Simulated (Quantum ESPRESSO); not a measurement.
# PPt under changes of volume

One of the cells (19.273 Å³/atom); the others are scaled copies at fixed shape and fractional positions:

```
CELL_PARAMETERS angstrom
3.74303 0.00000 0.00000
-1.87151 3.24156 0.00000
0.00000 0.00000 6.35374
ATOMIC_POSITIONS crystal
Pt 0.33333 0.66667 0.37190
Pt 0.66667 0.33333 0.87190
P 0.33333 0.66667 0.00310
P 0.66667 0.33333 0.50310
```

The cell comes from a database or a generator and needn't be the stable form of this composition.

* Program: Quantum ESPRESSO 7.5
* Functional: PBE
* Potentials or basis: SSSP 1.3 efficiency PBE
* Cutoff: 748 eV
* Density cutoff: 5987 eV
* k mesh: 8 × 8 × 4
* Occupations: fermi-dirac, width 0.05 eV
* Spin: no spin polarisation

```csv
volume (Å³/atom),energy over the lowest point (meV/atom),pressure (GPa),largest force (eV/Å)
18.116,?,?,?
18.502,14.61,6.2,0.216
18.887,3.63,2.9,0.175
19.273,0.00,0.0,0.136
19.658,2.93,-2.5,0.101
20.044,11.66,-4.8,0.069
20.429,25.53,-6.8,0.039
```

Question: What does the run at 18.116 Å³/atom give?

Answer: Energy over the lowest point 33.88 meV/atom; pressure 9.8 GPa; largest force 0.261 eV/Å.

Worked out: A Birch-Murnaghan fit of order 3 (a polynomial in V^(-2/3)) to the other rows has its minimum at 19.29 Å³/atom with B0 = V·E''(V) = 135 GPa and B' = 5.0 at fixed shape and positions, which overstates the stiffness. It gives 33.94 meV/atom at 18.116 Å³/atom, against the run's 33.88, and -dE/dV = 9.9 GPa, against 9.8.

Energies are extrapolated to zero smearing.
